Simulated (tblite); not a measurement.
# C6H13NO2Si: the cost of one run

Computed with tblite 0.8.0 and PySCF 2.14.0, with density-fitted response routines of our own, on a single molecule in the gas phase. Atoms are numbered from 0 throughout.

### 1 Starting geometry

23 atoms, charge 0, multiplicity 1; geometry from: force field or distance geometry start.

Bonds of the start (Å): C0–N1 1.28, N1–Si2 1.75, Si2–C3 1.91, C3–C4 1.55, C3–C5 1.54, C5–C6 1.51, C6–O7 1.22, C6–O8 1.36, O8–C9 1.43, C0–H10 1.10, C0–H11 1.10, Si2–H12 1.47, Si2–H13 1.47, C3–H14 1.11, C4–H15 1.09, C4–H16 1.09, C4–H17 1.09, C5–H18 1.09, C5–H19 1.09, C9–H20 1.10, C9–H21 1.10, C9–H22 1.10.

### 2 Geometry optimisation with GFN2-xTB

Job settings and geometry (Å):

```
{"job": {"kind": "relax", "xc": "GFN2-xTB", "basis": "xTB"}, "charge": 0, "multiplicity": 1}
C      1.872900     2.012500    -0.763700
N      1.646300     1.285600     0.264100
Si     1.933000    -0.428700     0.092700
C      0.226700    -1.247400     0.333100
C      0.354500    -2.767600     0.602400
C     -0.763100    -1.024100    -0.824300
C     -1.172500     0.424200    -0.994600
O     -0.887900     1.102900    -1.968100
O     -1.902800     0.832000     0.077100
C     -2.295500     2.207300     0.021300
H      2.196300     1.645400    -1.752300
H      1.697500     3.100400    -0.688000
H      2.440900    -0.714500    -1.257200
H      2.888900    -0.869600     1.122000
H     -0.194200    -0.801300     1.255600
H      0.769400    -3.285300    -0.263100
H     -0.622600    -3.202800     0.816200
H      1.005000    -2.978600     1.452400
H     -1.677500    -1.602600    -0.670400
H     -0.322500    -1.362500    -1.766200
H     -1.411700     2.859800    -0.029900
H     -2.951500     2.387200    -0.837400
H     -2.834300     2.454600     0.944700
```

Started as:

```sh
$ OMP_NUM_THREADS=1 python probes_run.py task.json out
```

This one command runs all jobs of the session in turn.

**Question.** How long does this first job take on 1 thread of Arm Neoverse V2, shared host, and how much memory does it need?

About 1.4 s, with a peak of 0.18 GiB.
